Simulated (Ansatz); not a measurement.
# BiPt: properties at the relaxed cell

An exercise on one series of results from a longer session: the logs are not shown, and one member is left open.

Method: DFT r2SCAN, scalar-relativistic, plane waves, PAW, in Ansatz 0.2.0.

### The starting structure

It takes space group P6_3/mmc (No. 194, hexagonal). Conventional cell: a = 4.380 Å, b = 4.380 Å, c = 5.539 Å, α = 90.00°, β = 90.00°, γ = 120.00°. Around Bi (site symmetry -6m2) lie 6 Pt at 2.88 Å. Pt (site symmetry -3m) has 2 Pt at 2.77 Å and 6 Bi at 2.88 Å in its first shell of neighbours.

As a file:

```
CELL_PARAMETERS angstrom
4.38014 0.00000 0.00000
-2.19007 3.79332 0.00000
0.00000 0.00000 5.53869
ATOMIC_POSITIONS crystal
Bi 0.33333 0.66667 0.25000
Bi 0.66667 0.33333 0.75000
Pt 0.00000 0.00000 0.00000
Pt 0.00000 0.00000 0.50000
```

This cell was relaxed beforehand with the same method: volume 23.01 Å³/atom, gap on the mesh none (metal).

Set-up of the first run:

The input, input.yaml:

```yaml
crystal:
  lattice:
    - [4.3358973177, 0.0, 0.0]
    - [-2.1679486589, 3.7549972253, 0.0]
    - [0.0, 0.0, 5.4827415808]
  atoms:
    - { symbol: Bi, position: [0.3333333333, 0.6666666667, 0.25] }
    - { symbol: Bi, position: [0.6666666667, 0.3333333333, 0.75] }
    - { symbol: Pt, position: [0.0, 0.0, 0.0] }
    - { symbol: Pt, position: [0.0, 0.0, 0.5] }
basis:
  ecutwfc: 500
kpoints:
  mp_grid: { grid: [12, 12, 8] }
hamiltonian:
  xc: r2scan
scf:
  occupations: { method: gaussian, width: 0.1 }
output:
  forces: true
  stress: true
  eigenvalues: true
relax:
  adjacent_minimum: "off"
  f_tol: 0.01
  max_steps: 30
  cell: { stress_tol: 0.1, fix: [volume] }
```

On the command line:

```
$ ansatz run input.yaml --threads 1 --pin off --max-ram 2560MiB --backend cpu --events-out ev --progress --plain --runs-dir out
```

Steps of the session up to this table: Point at V/V0 = 0.97; Volume × 1.03; Point at V/V0 = 0.94; Point at V/V0 = 1.06; Volume × 0.91; The cell scaled to 1.10 of its volume; Volume × 0.88.

One table of the session follows, with a row left open; its other results are not shown here.

It belongs to the step «Fit of the equation of state». 

| volume (Å³/atom) | energy above the lowest point (meV/atom) | pressure (GPa) |
| --- | --- | --- |
| 20.246 | 158.6 | 20.87 |
| 20.936 | 83.5 | 14.18 |
| 21.626 | 34.7 | 8.59 |
| 22.317 | ? | ? |
| 23.007 | 0.0 | 0.00 |
| 23.697 | 7.3 | -3.25 |
| 24.387 | 27.4 | -5.95 |
| 25.307 | 70.5 | -8.87 |

**Question.** Estimate the row for volume (Å³/atom) = 22.317.

Worked estimate for «energy above the lowest point (meV/atom)». A straight line through the neighbours (21.626, 34.7) and (23.007, 0.0) gives 34.7 + (0.0 − 34.7) × (22.317 − 21.626) / (23.007 − 21.626) = 17.3; a parabola fitted to 4 rows on both sides gives 8.0.

The run gave: energy above the lowest point (meV/atom): 8.1; pressure (GPa): 3.90. In «energy above the lowest point (meV/atom)» the line misses by +9.2 and the parabola by -0.1.
